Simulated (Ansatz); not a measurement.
# GeAsH (triplet): the correlation ladder, cc-pVDZ

One table from this session's results is given with a row withheld; the runs are named, their logs left out.

Program: Ansatz 0.2.0, Gaussian basis. Level of theory: cc-pVDZ, core rule «outside noble gas», up to 28 orbitals frozen. These are calculated values, not measurements.

The runs, in order: UHF; CCSD(T) on ROHF; CCSD(T) on UHF; BCCD(T) on ROHF; CISD; CCSDT(Q) on ROHF; CCSDT(Q) on UHF; CASSCF and MRCISD+Q, 10 electrons in 9 orbitals; CASSCF and NEVPT2, 10 electrons in 9 orbitals.

25 further runs of the same task are left out: 9 that didn't finish, 16 set aside as unsound or not needed.

### The geometry

The geometry is a PBE0/def2-TZVP stationary point (not a proven minimum). No spin-orbit coupling is included. The filled d shell of Ge, As may be among the frozen orbitals whatever the setting's name suggests; the logs give the count.

3 atoms, charge 0, spin multiplicity 3.

Atoms are counted from 1 here; the program's logs count them from 0.

Bond lengths: Ge1–As2 2.457 Å, As2–H3 1.533 Å. Angles: Ge1–As2–H3 96.1°.

Coordinates:

```
Ge    0.0000    0.0162    1.2570
As    0.0000   -0.0357   -1.1999
H     0.0000    1.4852   -1.3949
```

The first run:

in.yaml

```yaml
crystal:
  periodic: [false, false, false]
  atoms:
    - {symbol: Ge, position_ang: [0.000000, 0.016167, 1.256970]}
    - {symbol: As, position_ang: [0.000000, -0.035655, -1.199925]}
    - {symbol: H, position_ang: [0.000000, 1.485199, -1.394932]}
basis:
  gaussian: {orbitals: cc-pVDZ}
magnetization: {spin_polarized: true, initial_magnetization: 2}
hamiltonian: {xc: hf}
output: {orbitals: {seedname: orbitals}}
```

Launch:

```console
> ansatz run in.yaml --threads 1 --pin off --events-out ev --progress --plain --max-ram 2393MiB
```

Among the steps run: UHF; CCSD(T) on ROHF; CCSD(T) on UHF; BCCD(T) on ROHF; CISD; CCSDT(Q) on ROHF; CCSDT(Q) on UHF; CASSCF and MRCISD+Q, 10 electrons in 9 orbitals; CASSCF and NEVPT2, 10 electrons in 9 orbitals.

One table of the session follows, with a row left open; its other results are not shown here.

```
          method  from UCCSDT(Q) (meV)
            ROHF               +5163.9
             UHF               +4995.6
            RMP2                     ?
            UMP2               +1135.3
            CISD                +577.6
           RCCSD                +204.7
           UCCSD                +196.0
        RCCSD(T)                 +47.9
        UCCSD(T)                 +43.5
         BCCD(T)                 +48.2
          RCCSDT                 +15.1
          UCCSDT                  +9.9
       RCCSDT(Q)                  +5.7
       UCCSDT(Q)                     0
  CASSCF valence               +3748.0
  NEVPT2 valence                +872.1
  MRCISD valence                +293.4
MRCISD+Q valence                 +14.1
```

Q: Estimate the row for RMP2 from the others.

**Answer.** from UCCSDT(Q) (meV): +1105.8. In the column «from UCCSDT(Q) (meV)» it lies between NEVPT2 valence (+872.1) and UMP2 (+1135.3).

With the free atoms at the same levels and basis (separate runs), the atomisation energy is 4.059 eV at UCCSDT(Q), 4.051 eV at RCCSD(T), 4.030 eV at UCCSD(T), 2.485 eV at ROHF.

Limits of these values: Restricted and unrestricted rows rest on different reference determinants; where their highest levels disagree by more than a few hundredths of an eV, they describe different states and don't form one ladder.
